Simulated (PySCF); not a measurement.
**Mo³⁵⁺: dipole response in even-tempered 17s10p6d5f4g**

Aim: the static polarisability and the C₆ coefficient of Mo³⁵⁺, method by method.

Program: PySCF 2.14.0. Level of theory: unrestricted determinants in a Gaussian basis, no spin-orbit coupling in the energies. These are calculated values, not measurements, unless marked.

## 1. Starting point

```
Element     : molybdenum (Z = 42)
Basis       : an uncontracted even-tempered set (17 s from 13 bohr⁻², ratio 2.2; 10 p from 17 bohr⁻², ratio 2.2; 6 d from 68 bohr⁻², ratio 2.4; 5 f from 100 bohr⁻², ratio 2.4; 4 g from 150 bohr⁻², ratio 2.4)
Hamiltonian : no relativity, point nucleus
State 1     : Mo³⁵⁺: [He] 2s2 2p3, high-spin 4S determinant
Methods     : UHF, PBE0
```

The outer shells:

Mo35+ [He] 2s2 2p3
```
[He] core
2s [↑↓]
2p [↑ ][↑ ][↑ ]
```

The runs were made by one driver on top of PySCF. The scripts below sum up each run's settings (the driver also hands on starting orbitals that pick excited configurations, and frozen orbitals as a list rather than a count), and the logs come from the driver's own runs. The driver starts from symmetry-adapted Hartree-Fock orbitals, holds the occupation by maximum overlap and uses a logarithmic radial grid for functionals, so a plain start would take other cycles.

The integrals over 148 functions and the set-up took 1.1 s of CPU time.

## 2. Mo³⁵⁺

Level: UHF.

Input file input.py:

```python
from pyscf import gto, scf, dft, mp, cc
mol = gto.M(atom="Mo 0 0 0", charge=35, spin=3, symmetry="D2h",
            basis=gto.etbs([(0, 17, 13, 2.2), (1, 10, 17, 2.2), (2, 6, 68, 2.4), (3, 5, 100, 2.4), (4, 4, 150, 2.4)]))
mf = scf.UHF(mol)
mf.irrep_nelec = {'Ag': (2, 2), 'B1u': (1, 0), 'B2u': (1, 0), 'B3u': (1, 0)}
mf.kernel()
```

The log of the run:

```text
damping factor = 0
level_shift factor = 0
DIIS = <class 'pyscf.scf.diis.CDIIS'>
diis_start_cycle = 1
diis_space = 10
diis_damp = 0
SCF conv_tol = 1e-09
SCF conv_tol_grad = None
number electrons alpha = 5  beta = 2
cycle= 1 E= -2688.64749385253  delta_E= -3.18e-11  |g|= 3.01e-06  |ddm|= 1.19e-06
converged SCF energy = -2688.64749385253  <S^2> = 3.7500873  2S+1 = 4.0000436
```

It used 21 s of CPU time after the integrals (shared host).

The occupied shells:

```csv
shell,electrons,mean orbital energy (eV),spread (eV),rms radius (bohr)
1s α,1,-22133.0,0,0.0418
1s β,1,-22082.9,0,0.0418
2s α,1,-4961.2,0,0.164
2s β,1,-4863.8,0,0.164
2p α,3,-4806.2,0,0.141
```

⟨S²⟩ = 3.750, ⟨L²⟩ = 0.00.

The driver then solved the coupled dipole response at imaginary frequencies: mean α = 0.002399 bohr³, C₆ = 3.362e-05 au for a like pair.

A non-relativistic calculation at this Z misses sizeable relativistic shifts. Spin-orbit coupling is strong in this species (close to jj coupling), so the high-spin LS determinant is a model state, not a physical level.

Level: PBE0.

input.py, as changed from the run before:

```diff
@@ -3,3 +3,3 @@
             basis=gto.etbs([(0, 17, 13, 2.2), (1, 10, 17, 2.2), (2, 6, 68, 2.4), (3, 5, 100, 2.4), (4, 4, 150, 2.4)]))
-mf = scf.UHF(mol)
+mf = dft.UKS(mol, xc="PBE0")
 mf.irrep_nelec = {'Ag': (2, 2), 'B1u': (1, 0), 'B2u': (1, 0), 'B3u': (1, 0)}
```

The log of the run:

```text
damping factor = 0
level_shift factor = 0
DIIS = <class 'pyscf.scf.diis.CDIIS'>
diis_start_cycle = 1
diis_space = 10
diis_damp = 0
SCF conv_tol = 1e-09
SCF conv_tol_grad = None
number electrons alpha = 5  beta = 2
XC functionals = PBE0
    C. Adamo and V. Barone.,  J. Chem. Phys. 110, 6158 (1999)
    M. Ernzerhof and G. E. Scuseria.,  J. Chem. Phys. 110, 5029 (1999)
cycle= 1 E= -2688.47822925946  delta_E= -0.0022  |g|= 0.00759  |ddm|= 0.00986
cycle= 2 E= -2688.47822942134  delta_E= -1.62e-07  |g|= 0.000115  |ddm|= 9.25e-05
cycle= 3 E= -2688.4782294214  delta_E= -6e-11  |g|= 3.78e-06  |ddm|= 1.43e-06
converged SCF energy = -2688.4782294214  <S^2> = 3.750042  2S+1 = 4.000021
```

CPU time 21 s on a shared host, the integrals not counted.

The driver then solved the coupled dipole response at imaginary frequencies: mean α = 0.002303 bohr³, C₆ = 3.231e-05 au for a like pair.

Radial density 4πr²ρ of Mo³⁵⁺ at UHF:

```csv
r (bohr),density,spin density
0.000648,0.256,0.000
0.00109,0.698,0.000
0.00183,1.86,0.000
0.00308,4.73,0.001
0.00518,11.2,0.007
0.00872,23.6,0.051
0.0147,40.5,0.320
0.0247,49.9,1.697
0.0415,38.6,6.861
0.0698,29.5,17.734
0.117,36.6,21.800
0.197,15.9,7.729
0.332,0.798,0.341
0.559,0.00144,0.001
```

## 3. Polarisabilities and C₆

Mo³⁵⁺, in atomic units:

```csv
method,mean α,C₆ (like pair),S(−4)
UHF,0.002399,3.362e-05,7.560e-05
PBE0,0.002303,3.231e-05,6.854e-05
```

α(iu) at PBE0:

```csv
u (hartree),α(iu) (bohr³)
0,0.002303
0.800,0.002260
1.60,0.002141
3.20,0.001780
4.80,0.001411
6.40,0.001118
8.00,0.0009056
12.0,0.0006046
16.0,0.0004652
24.0,0.0003479
40.0,0.0002718
```

## 4. Summary of results

```
  quantity                                    value
α of Mo³⁵⁺  0.002303 (PBE0) to 0.002399 (UHF) bohr³
```

In words: A single London oscillator with the computed α and C₆ of Mo³⁵⁺ at UHF would have ω = 4 C₆ / (3 α²) = 7.79 hartree. All values hold for this basis alone; no basis-set limit was taken.
